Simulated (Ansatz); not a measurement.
# Ge2H4 (singlet): from Hartree-Fock to the top rungs at a displaced geometry (v1), cc-pVDZ

An exercise on one series of results from a longer session: the logs are not shown, and one member is left open.

Program: Ansatz 0.2.0, Gaussian basis. Level of theory: cc-pVDZ, core rule «outside noble gas», up to 28 orbitals frozen. These are calculated values, not measurements.

Plan: UHF; CCSD(T) on RHF; CCSD(T) on UHF; BCCD(T) on RHF; CISD; CCSDT(Q) on RHF; CCSDT(Q) on UHF; CASSCF and MRCISD+Q, 8 electrons in 8 orbitals; CASSCF and MRCISD+Q(relaxed), 8 electrons in 8 orbitals; CASSCF and NEVPT2, 8 electrons in 8 orbitals.

19 further runs of the same task are left out: 11 that didn't finish, 8 set aside as unsound or not needed.

### The geometry

The geometry is a PBE0/def2-TZVP stationary point (not a proven minimum) with its atoms shifted at random (size 0.040 Å). No spin-orbit coupling is included. The filled d shell of Ge may be among the frozen orbitals whatever the setting's name suggests; the logs give the count.

6 atoms, charge 0, spin multiplicity 1.

Atoms are counted from 1 here; the program's logs count them from 0.

Bond lengths: Ge1–Ge2 2.511 Å, Ge1–H3 1.557 Å, Ge1–H4 1.504 Å, Ge1–H5 1.605 Å, Ge2–H6 1.595 Å. Angles: Ge2–Ge1–H3 116.3°, Ge2–Ge1–H4 107.7°, Ge2–Ge1–H5 104.7°, H3–Ge1–H4 109.1°, H3–Ge1–H5 111.0°, H4–Ge1–H5 107.6°, Ge1–Ge2–H6 92.9°.

Set-up of the first run:

The input, in.yaml:

```yaml
crystal:
  periodic: [false, false, false]
  atoms:
    - {symbol: Ge, position_ang: [0.001356, 0.024592, 1.228475]}
    - {symbol: Ge, position_ang: [0.000523, -0.044598, -1.281724]}
    - {symbol: H, position_ang: [0.048487, 1.438003, 1.878781]}
    - {symbol: H, position_ang: [1.178820, -0.778791, 1.708483]}
    - {symbol: H, position_ang: [-1.329784, -0.762612, 1.656994]}
    - {symbol: H, position_ang: [-0.032964, 1.545169, -1.406749]}
basis:
  gaussian: {orbitals: cc-pVDZ}
magnetization: {spin_polarized: true, initial_magnetization: 0}
hamiltonian: {xc: hf}
output: {orbitals: {seedname: orbitals}}
```

Command:

```
ansatz run in.yaml --threads 1 --pin off --events-out ev --progress --plain --max-ram 2393MiB
```

Steps of the session up to this table: UHF; CCSD(T) on RHF; CCSD(T) on UHF; BCCD(T) on RHF; CISD; CCSDT(Q) on RHF; CCSDT(Q) on UHF; CASSCF and MRCISD+Q, 8 electrons in 8 orbitals; CASSCF and MRCISD+Q(relaxed), 8 electrons in 8 orbitals; CASSCF and NEVPT2, 8 electrons in 8 orbitals.

One of the session's tables, all rows but one given; the rest of the session is left out.

| method | from RCCSDT(Q) (kcal/mol) |
| --- | --- |
| RHF | +144.20 |
| UHF | +143.12 |
| RMP2 | +32.92 |
| CISD | +17.57 |
| RCCSD | +4.35 |
| RCCSD(T) | +0.87 |
| BCCD(T) | +0.86 |
| RCCSDT | ? |
| RCCSDT(Q) | 0 |

**Question.** Estimate the row for RCCSDT.

As computed: from RCCSDT(Q) (kcal/mol): +0.17. In the column «from RCCSDT(Q) (kcal/mol)» it lies between RCCSDT(Q) (0) and BCCD(T) (+0.86).

Not comparable, so not listed: CCSD(T) on UHF; CCSDT(Q) on UHF (they don't share determinant, frozen orbitals or solution with the rows shown, or repeat one).

Caveats from the session: Left out of the table: CASSCF frontier, NEVPT2 frontier, MRCISD frontier, MRCISD+Q frontier (the active space lost an orbital or holds another state than full CI finds). Left out of the table: MRCISD+Q(relaxed) frontier (another determinant or state than the rows shown). Warnings: restricted reference is unstable; spin contamination. Warnings in the runs' records: passed over end.
